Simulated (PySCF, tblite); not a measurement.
# Si4H10O2, a small molecule taken as a stand-in for a surface group: NMR shifts, core binding energies and electronic excitations, part 2 of 2

tblite 0.8.0 and PySCF 2.14.0. Atoms count from 0, parts from 1. Earlier steps stand in the parts before.

## 5. Core-electron binding energies: SCAN, X2C

Job settings and geometry (Å):

```
{"job": {"kind": "xps", "holes": 5}, "charge": 0, "multiplicity": 1}
Si     0.538388    -0.799447    -0.643271
Si    -0.339293    -0.339290    -2.762958
O      1.297418     0.564604    -0.094045
Si     1.420536     1.833312     0.964729
O     -0.729563    -1.198878     0.344631
Si    -1.457560    -1.064889     1.828825
H      1.529838    -1.913503    -0.616071
H     -1.263111     0.832822    -2.653361
H      0.753088    -0.001422    -3.727520
H     -1.104063    -1.509867    -3.293582
H      1.293851     1.344582     2.371418
H      2.752547     2.474687     0.779925
H      0.344130     2.833754     0.700725
H     -0.662167    -1.784968     2.867835
H     -1.564847     0.375217     2.214607
H     -2.820723    -1.658036     1.740299
```

Level: delta-SCF UKS SCAN, pcX-2 on the ionised atom, pcseg-1 elsewhere, spin-free X2C.

The log of the run:

```text
ground state, core basis on atom 0 (Si), 192 functions
  cycle   1  E = -1316.67087319  |g| = 9.91e-01
  cycle   2  E = -1316.02492190  |g| = 2.05e+00
  cycle   3  E = -1316.85005415  |g| = 1.16e-01
  cycle   4  E = -1316.85320874  |g| = 5.04e-02
  cycle   5  E = -1316.85396890  |g| = 7.99e-03
  cycle   6  E = -1316.85398443  |g| = 2.52e-03
  cycle   7  E = -1316.85398299  |g| = 4.30e-04
  E(ground) = -1316.94714255 Eh
hole in Si 2p of atom 0
  cycle   1  E = -1312.55047293  |g| = 1.24e+00
  cycle   2  E = -1312.23769875  |g| = 1.26e+00
  cycle   3  E = -1312.82079158  |g| = 3.31e-01
  cycle   4  E = -1312.87680904  |g| = 1.37e-01
  cycle   5  E = -1312.88119189  |g| = 7.49e-02
  cycle   6  E = -1312.88389523  |g| = 5.41e-03
  cycle   7  E = -1312.88390326  |g| = 3.17e-03
  cycle   8  E = -1312.88390443  |g| = 1.96e-03
  cycle   9  E = -1312.88390748  |g| = 3.40e-04
  E(ion) = -1312.98687018 Eh   <S^2> = 0.7523   hole on atom = 1.003   binding energy = 107.765 eV
  2p3/2 = 107.602 eV   2p1/2 = 108.230 eV
ground state, core basis on atom 1 (Si), 192 functions
  cycle   1  E = -1316.83714002  |g| = 2.87e-01
  cycle   2  E = -1316.83717128  |g| = 4.23e-02
  cycle   3  E = -1316.83691616  |g| = 5.26e-02
  cycle   4  E = -1316.83741254  |g| = 1.25e-02
  cycle   5  E = -1316.83744517  |g| = 1.99e-03
  cycle   6  E = -1316.83744902  |g| = 9.71e-05
  E(ground) = -1316.93018578 Eh
hole in Si 2p of atom 1
  cycle   1  E = -1312.57586879  |g| = 1.23e+00
  cycle   2  E = -1312.47532326  |g| = 1.06e+00
  cycle   3  E = -1312.87091570  |g| = 2.56e-01
  cycle   4  E = -1312.89726531  |g| = 1.60e-01
  cycle   5  E = -1312.90600220  |g| = 4.43e-02
  cycle   6  E = -1312.90702885  |g| = 7.16e-03
  cycle   7  E = -1312.90703758  |g| = 6.32e-03
  cycle   8  E = -1312.90705329  |g| = 1.78e-03
  cycle   9  E = -1312.90705499  |g| = 2.98e-04
  E(ion) = -1313.01043779 Eh   <S^2> = 0.7527   hole on atom = 1.002   binding energy = 106.662 eV
  2p3/2 = 106.462 eV   2p1/2 = 107.085 eV
ground state, core basis on atom 2 (O), 181 functions
  cycle   1  E = -1316.78203720  |g| = 1.12e-01
  cycle   2  E = -1316.77952556  |g| = 1.38e-01
  cycle   3  E = -1316.78246397  |g| = 5.04e-02
  cycle   4  E = -1316.78288585  |g| = 7.73e-03
  cycle   5  E = -1316.78290198  |g| = 2.71e-03
  cycle   6  E = -1316.78290368  |g| = 2.86e-04
  E(ground) = -1316.91408739 Eh
hole in O 1s of atom 2
  cycle   1  E = -1296.17823566  |g| = 2.23e+00
  cycle   2  E = -1295.64634743  |g| = 2.23e+00
  cycle   3  E = -1296.94913349  |g| = 4.43e-01
  cycle   4  E = -1296.97302928  |g| = 3.34e-01
  cycle   5  E = -1297.01532002  |g| = 8.51e-02
  cycle   6  E = -1297.01813566  |g| = 1.55e-02
  cycle   7  E = -1297.01831264  |g| = 3.71e-03
  cycle   8  E = -1297.01831984  |g| = 1.15e-03
  cycle   9  E = -1297.01831879  |g| = 4.11e-04
  E(ion) = -1297.14922235 Eh   <S^2> = 0.7621   hole on atom = 1.000   binding energy = 537.829 eV
ground state, core basis on atom 3 (Si), 192 functions
  cycle   1  E = -1316.84443076  |g| = 3.10e-01
  cycle   2  E = -1316.83837430  |g| = 2.17e-01
  cycle   3  E = -1316.84002573  |g| = 1.89e-01
  cycle   4  E = -1316.84683039  |g| = 1.97e-02
  cycle   5  E = -1316.84689288  |g| = 7.22e-03
  cycle   6  E = -1316.84689881  |g| = 1.02e-03
  cycle   7  E = -1316.84690054  |g| = 1.92e-04
  E(ground) = -1316.93965403 Eh
hole in Si 2p of atom 3
  cycle   1  E = -1312.55452971  |g| = 1.23e+00
  cycle   2  E = -1311.29431041  |g| = 1.48e+00
  cycle   3  E = -1312.62512247  |g| = 6.44e-01
  cycle   4  E = -1312.84595735  |g| = 2.08e-01
  cycle   5  E = -1312.86182217  |g| = 1.61e-01
  cycle   6  E = -1312.87116529  |g| = 4.31e-02
  cycle   7  E = -1312.87200810  |g| = 1.71e-02
  cycle   8  E = -1312.87211337  |g| = 4.57e-03
  cycle   9  E = -1312.87212554  |g| = 7.38e-04
  cycle  10  E = -1312.87212565  |g| = 2.20e-04
  E(ion) = -1312.97624865 Eh   <S^2> = 0.7514   hole on atom = 1.003   binding energy = 107.850 eV
  2p3/2 = 107.598 eV   2p1/2 = 108.224 eV
ground state, core basis on atom 4 (O), 181 functions
  cycle   1  E = -1316.78189631  |g| = 1.13e-01
  cycle   2  E = -1316.77938471  |g| = 1.39e-01
  cycle   3  E = -1316.78235647  |g| = 5.15e-02
  cycle   4  E = -1316.78280692  |g| = 6.94e-03
  cycle   5  E = -1316.78281930  |g| = 3.19e-03
  cycle   6  E = -1316.78282301  |g| = 2.66e-04
  E(ground) = -1316.91393816 Eh
hole in O 1s of atom 4
  cycle   1  E = -1296.17780627  |g| = 2.23e+00
  cycle   2  E = -1295.64142526  |g| = 2.24e+00
  cycle   3  E = -1296.94742409  |g| = 4.47e-01
  cycle   4  E = -1296.97209499  |g| = 3.36e-01
  cycle   5  E = -1297.01490826  |g| = 8.62e-02
  cycle   6  E = -1297.01778884  |g| = 1.55e-02
  cycle   7  E = -1297.01796292  |g| = 3.74e-03
  cycle   8  E = -1297.01797397  |g| = 1.12e-03
  cycle   9  E = -1297.01797405  |g| = 4.05e-04
  E(ion) = -1297.14912058 Eh   <S^2> = 0.7620   hole on atom = 1.000   binding energy = 537.828 eV
```

Wall time 62 s (1 thread of Arm Neoverse V1, shared host); peak memory 0.71 GiB.

Binding energies by hole, beside the orbital energy of the ground state; the difference holds orbital relaxation and, for a density functional, its self-interaction error:

```csv
hole,stands for,environment,ΔSCF (eV; 2p as the shell's mean),−ε (eV),⟨S²⟩
Si2p on Si0,Si0,"silicon bonded to 2 O, Si, H",107.81,97.2,0.752
Si2p on Si1,Si1,"silicon bonded to Si, 3 H",106.67,96.0,0.753
O1s on O2,O2,oxygen bonded to 2 Si,537.83,516.7,0.762
Si2p on Si3,Si3,"silicon bonded to O, 3 H",107.81,96.8,0.751
O1s on O4,O4,oxygen bonded to 2 Si,537.83,516.7,0.762
```

With the spin-orbit splitting: Si0 2p3/2 107.60, 2p1/2 108.23 eV; Si1 2p3/2 106.46, 2p1/2 107.08 eV; Si3 2p3/2 107.60, 2p1/2 108.22 eV. The table gives each 2p level as the mean over the whole 2p shell (two parts 2p3/2, one part 2p1/2), which differs a little from the single hole in the log.

## 6. Ultraviolet spectrum: CAM-B3LYP/def2-SVPD

Settings changed since step 5:

```diff
@@ -1,2 +1,2 @@
-{"job": {"kind": "xps", "holes": 5}, "charge": 0, "multiplicity": 1}
+{"job": {"kind": "uv", "xc": "CAM-B3LYP", "basis": "def2-SVPD", "nstates": 6, "ntriplets": 2, "ip": true}, "charge": 0, "multiplicity": 1}
 Si     0.538388    -0.799447    -0.643271
```

Level: TDDFT CAM-B3LYP/def2-SVPD, vertical, gas phase, core orbitals frozen in the response.

The log of the run:

```text
coarse grid: 14872 points
cycle   1  E = -1313.7147714735  dE =  1.149e-01  |g| = 9.772e-01  |ddm| = 5.576e+00
cycle   2  E = -1313.5397372459  dE =  1.750e-01  |g| = 1.386e+00  |ddm| = 2.560e+00
cycle   3  E = -1313.8967657026  dE = -3.570e-01  |g| = 5.570e-02  |ddm| = 1.254e+00
cycle   4  E = -1313.8976539125  dE = -8.882e-04  |g| = 1.666e-02  |ddm| = 2.239e-01
cycle   5  E = -1313.8977426798  dE = -8.877e-05  |g| = 2.313e-03  |ddm| = 7.643e-02
cycle   6  E = -1313.8977444516  dE = -1.772e-06  |g| = 1.019e-03  |ddm| = 8.071e-03
final grid: 123840 points
cycle   7  E = -1314.0795528179  dE = -7.381e-06  |g| = 1.599e-03  |ddm| = 4.674e-02
cycle   8  E = -1314.0795524966  dE =  3.214e-07  |g| = 2.156e-03  |ddm| = 6.636e-03
cycle   9  E = -1314.0795533299  dE = -8.333e-07  |g| = 1.275e-04  |ddm| = 1.966e-03
cycle  10  E = -1314.0795533334  dE = -3.559e-09  |g| = 5.520e-05  |ddm| = 4.119e-04
cycle  11  E = -1314.0795533340  dE = -5.959e-10  |g| = 2.662e-05  |ddm| = 1.634e-04
converged SCF energy = -1314.0795533340

Static polarisability (au): isotropic 114.268, principal 103.352 114.451 125.001

Singlet excitations
state   eV       nm        f      main configurations
  1   6.5231    190.1   0.02236   H->L 0.79, H->L+3 0.10
  2   6.6850    185.5   0.01300   H->L+1 0.84
  3   7.3212    169.3   0.00842   H->L+3 0.57, H->L+5 0.12, H->L 0.11
  4   7.5812    163.5   0.00489   H-1->L 0.73
  5   7.6776    161.5   0.01366   H-2->L 0.57
  6   7.7046    160.9   0.25212   H->L+2 0.39, H->L+3 0.09, H->L+5 0.09

Triplet excitations (Tamm-Dancoff, eV): 5.9235 6.0422
Vertical ionisation energy (delta-SCF) = 9.6986 eV
```

Wall time 1.8 min (1 thread of Arm Neoverse V1, shared host); peak memory 1.2 GiB.

Frontier orbitals and where they lie:

| orbital | eV | atoms |
| --- | --- | --- |
| HOMO−3 | -10.88 | Si3 14 %, Si5 13 %, O2 12 % |
| HOMO−2 | -10.47 | O4 19 %, O2 16 %, Si5 14 % |
| HOMO−1 | -10.27 | O4 20 %, O2 20 %, Si3 13 % |
| HOMO | -9.03 | Si1 24 %, Si0 22 %, O2 13 % |
| LUMO | 0.56 | Si0 16 %, Si5 13 %, Si3 13 % |
| LUMO+1 | 0.90 | Si1 16 %, Si0 14 %, Si5 11 % |
| LUMO+2 | 1.10 | Si5 23 %, Si3 22 %, H10 7 % |

With each of the 6 states as a Gaussian band of 0.4 eV half-width at 1/e, the curve within the window shown has maxima at 188 nm (ε 1,400), 161 nm (ε 11,000) L/(mol cm). Beyond the last state computed it falls off for lack of states. The curve at chosen wavelengths:

```tsv
nm	ε (L/mol/cm)
155	6183
157	8539
159	10335
161	11074
164	9987
166	8238
168	6232
170	4386
172	2937
174	1951
177	1221
179	1086
181	1110
183	1209
185	1315
187	1383
190	1366
192	1273
194	1129
196	955
198	773
200	599
203	380
205	268
207	182
209	120
```

Further results of this job:

```
           property  computed
  dipole moment (D)      0.58
polarisability (Å³)     16.93
 HOMO–LUMO gap (eV)      9.59
      −ε(HOMO) (eV)      9.03
```

## 7. Summary of results

The summary covers parts 1 to 2.

```
                                                     quantity                                                           value
                                                  point group                                                              C1
                         rotational constants (main isotopes)                                            1.31, 1.13, 0.68 GHz
                   $^{1}$H shifts against TMS (PBE0/pcSseg-1)  5.55, 5.24, 5.22, 5.16, 5.15, 5.06, 5.06, 3.36, 3.30, 3.29 ppm
                 $^{29}$Si shifts against TMS (PBE0/pcSseg-1)                                 -14.1, -38.1, -38.6, -110.4 ppm
                  $^{17}$O shifts against H2O (PBE0/pcSseg-1)                                                  51.2, 50.0 ppm
                        surface potential, 1st and 99th percentile                                              -0.59 V and 1.33 V
Si2p binding energies, SCAN/pcX-2 (standing for 3 of 4 atoms)                           Si0 107.81, Si3 107.81, Si1 106.67 eV
                             O1s binding energies, SCAN/pcX-2                                         O2 537.83, O4 537.83 eV
                         lowest singlet (CAM-B3LYP/def2-SVPD)                                     6.52 eV (190 nm), f = 0.022
                     brightest single state of those computed                                     state 6, 7.70 eV, f = 0.252
                                               lowest triplet                                                         5.92 eV
                            vertical ionisation energy (ΔSCF)                                                         9.70 eV
```

**Reading.** Over 12 steps the energy fell by 0.409 eV; of the close pairs, Si3–H11 changed most, 1.434 to 1.490 Å (PBE0/def2-SVP). At PBE0/pcSseg-1: Shielding is most anisotropic at O2 (span 143 ppm, paramagnetic term -118 ppm). Si0 (silicon bonded to 2 O, Si, H) binds its Si2p electron 1.14 eV more tightly than Si1 (silicon bonded to Si, 3 H). Only 3 of the 4 Si atoms are covered by sound results. The O1s levels computed lie within 0.00 eV of one another, too close to rank. The first singlet state (HOMO→LUMO 0.79, HOMO→LUMO+3 0.10) lies at 6.52 eV and is weak; of the 6 states computed, the strongest absorption comes from state 6 at 7.70 eV (the last computed, so partners may be missing). The lowest triplet lies 0.60 eV below the lowest singlet (triplets in Tamm-Dancoff, singlets in full TDDFT). The orbital energy would give 9.03 eV for ionisation, ΔSCF gives 9.70 eV. A capped cluster stands for the solid here, so long-range fields and strain are missing, and bands or shifts of the capping hydrogens have no counterpart in it.
